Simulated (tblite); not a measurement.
# AlH9O3S2Si2: the cost of one run

Programs: tblite 0.8.0 and PySCF 2.14.0. All values are calculated, for the isolated system unless a continuum is named. Atoms count from 0, parts from 1.

## Step 1: Starting point

17 atoms, charge 0, multiplicity 1; geometry: distance geometry start.

## Step 2: Geometry optimisation with GFN2-xTB

Job settings and geometry (Å):

```
{"job": {"kind": "relax", "xc": "GFN2-xTB", "basis": "xTB"}, "charge": 0, "multiplicity": 1}
O     -0.732402     1.003478    -0.639989
Al     0.587323     1.325532     0.674326
O      1.297434     3.025347     0.401406
O     -0.217376     1.223018     2.357030
S      2.185856    -0.228557     0.484092
Si     1.610312    -2.290435     0.872497
S      0.629752    -3.085424    -0.872094
Si    -0.438787    -1.910561    -2.357470
H     -0.570606     1.060080    -1.599420
H      1.854404     3.275272    -0.335400
H     -0.920369     0.622354     2.610671
H      3.429538     0.138143     0.966830
H      2.755833    -3.057311     1.203622
H      0.684086    -2.323306     1.964903
H     -1.231750    -0.983712    -1.724210
H      0.499647    -1.255562    -3.191332
H     -1.215289    -2.790587    -3.143007
```

With the program's defaults for keys left out, this is: GFN2-xTB geometry optimisation, gas phase.

Started as:

```
$ OMP_NUM_THREADS=1 python cluster_run.py task.json out
```

One launch serves the whole session: the jobs run in the order shown.

**Question.** How long does this first job take on 1 thread of AMD EPYC 7R43, shared host?

About 12 s.
